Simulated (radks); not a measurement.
# As in [Ar] 3d10 4s2 4p3: an all-electron calculation

An exercise on one series of results from a longer session: the logs are not shown, and one member is left open.

Method: scalar-relativistic Kohn-Sham, HCTH/407, spin-polarised, spherical densities, finite nucleus; open shells are filled with parallel spins first. Code: radks (a radial shooting solver on a logarithmic mesh, Libxc functionals) version 1.

## What is computed

| Property | Result |
| --- | --- |
| element | arsenic (Z = 33) |
| charge | 0 |
| electrons | 33 |
| configuration | [Ar] 3d10 4s2 4p3 |
| nuclear rms radius | 4.0968 fm |

The outer shells:

As
```
[Ar] core
3d [↑↓][↑↓][↑↓][↑↓][↑↓]
4s [↑↓]
4p [↑ ][↑ ][↑ ]
```

The first run:

The run's settings:

```text
Z 33
configuration [Ar] 3d10 4s2 4p3
relativity scalar-relativistic
functional hcth_407
spin polarised
nucleus finite rms 4.0968 fm
c 137.035999084
```

Started as:

```bash
$ python run_ks.py task.json out
```

The same process makes all the runs of this session.

One of the session's tables, all rows but one given; the rest of the session is left out.

It belongs to the step «Radial structure». Sizes of the orbitals, from the radial functions (bohr):

| level | <r> | outermost maximum (interpolated) | 90 % within | nodes |
| --- | --- | --- | --- | --- |
| 1s up | 0.04553 | 0.0298 | 0.0814 | 0 |
| 1s down | 0.04553 | 0.0298 | 0.0814 | 0 |
| 2s up | 0.2028 | 0.170 | 0.314 | 1 |
| 2s down | 0.2028 | 0.170 | 0.314 | 1 |
| 2p up | 0.1771 | 0.136 | 0.289 | 0 |
| 2p down | 0.1771 | 0.136 | 0.289 | 0 |
| 3s up | 0.5977 | 0.522 | 0.892 | 2 |
| 3s down | 0.5977 | 0.522 | 0.892 | 2 |
| 3p up | 0.6161 | 0.521 | 0.945 | 1 |
| 3p down | 0.6156 | 0.521 | 0.943 | 1 |
| 3d up | ? | ? | ? | ? |
| 3d down | 0.6703 | 0.476 | 1.12 | 0 |
| 4s up | 1.935 | 1.63 | 2.89 | 3 |
| 4s down | 2.010 | 1.60 | 3.14 | 3 |
| 4p up | 2.457 | 1.97 | 3.77 | 2 |
| 4p down | 2.965 | 2.07 | 4.63 | 2 |

Estimate the missing values for 3d up.

The run gave: <r>: 0.6764; outermost maximum (interpolated): 0.476; 90 % within: 1.13; nodes: 0. In the column «<r>» it lies between 3d down (0.6703) and 4s up (1.935).

Limits of these values: Open shells are spherical and high-spin; term and fine-structure splittings are not resolved.
